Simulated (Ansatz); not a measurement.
# CH6BFOSi: the cost of one run

Method: RKS PBE0-D4/def2-mTZVP, in Ansatz 0.2.0.

## 1. Starting point

Bond lengths: C1–B2 1.573 Å, B2–F3 1.420 Å, B2–Si4 1.945 Å, Si4–O5 1.785 Å, C1–H6 1.152 Å, C1–H7 1.060 Å, C1–H8 1.119 Å, Si4–H9 1.389 Å, Si4–H10 1.490 Å, O5–H11 1.025 Å. Angles (14 of 16 angles, heavy atoms first): C1–B2–F3 117.8°, C1–B2–Si4 124.5°, F3–B2–Si4 117.7°, B2–Si4–O5 106.8°, B2–C1–H6 108.1°, B2–C1–H7 112.8°, B2–C1–H8 106.5°, B2–Si4–H9 112.1°, B2–Si4–H10 108.5°, O5–Si4–H9 110.2°, O5–Si4–H10 107.2°, Si4–O5–H11 104.4°, H6–C1–H7 111.5°, H6–C1–H8 104.7°.

Structure file:

```xyz
11

C    -0.3527   -1.0941    1.1902
B     0.7057   -0.5713    0.1512
F     1.8867   -1.3368   -0.0346
Si    0.5203    1.0688   -0.8782
O    -0.9636    0.9007   -1.8567
H    -0.5573   -0.2513    1.9484
H    -0.0484   -1.9868    1.6737
H    -1.3146   -1.2124    0.6311
H     1.6152    1.2966   -1.7016
H     0.2992    2.1978    0.0679
H    -1.7252    0.9317   -1.1710
```

## 2. End point A

input.yaml reads:

```yaml
crystal:
  periodic: [false, false, false]
  atoms:
    - { symbol: C, position_ang: [-0.3527, -1.0941, 1.1902] }
    - { symbol: B, position_ang: [0.7057, -0.5713, 0.1512] }
    - { symbol: F, position_ang: [1.8867, -1.3368, -0.0346] }
    - { symbol: Si, position_ang: [0.5203, 1.0688, -0.8782] }
    - { symbol: O, position_ang: [-0.9636, 0.9007, -1.8567] }
    - { symbol: H, position_ang: [-0.5573, -0.2513, 1.9484] }
    - { symbol: H, position_ang: [-0.0484, -1.9868, 1.6737] }
    - { symbol: H, position_ang: [-1.3146, -1.2124, 0.6311] }
    - { symbol: H, position_ang: [1.6152, 1.2966, -1.7016] }
    - { symbol: H, position_ang: [0.2992, 2.1978, 0.0679] }
    - { symbol: H, position_ang: [-1.7252, 0.9317, -1.171] }
basis:
  gaussian: { orbitals: def2-mTZVP }
hamiltonian:
  xc: pbe0
  dispersion: d4
relax:
  f_tol: 0.015
  max_steps: 40
output:
  orbitals: {}
```

Command:

```bash
ansatz run input.yaml --threads 2 --pin off --max-ram 3072MiB --backend cpu --events-out ev --progress --plain --runs-dir out
```

Q: Estimate wall time and peak memory on 2 threads of Intel Xeon 6975P-C (Granite Rapids), shared host.

About 43 s, with a peak of 0.28 GiB.
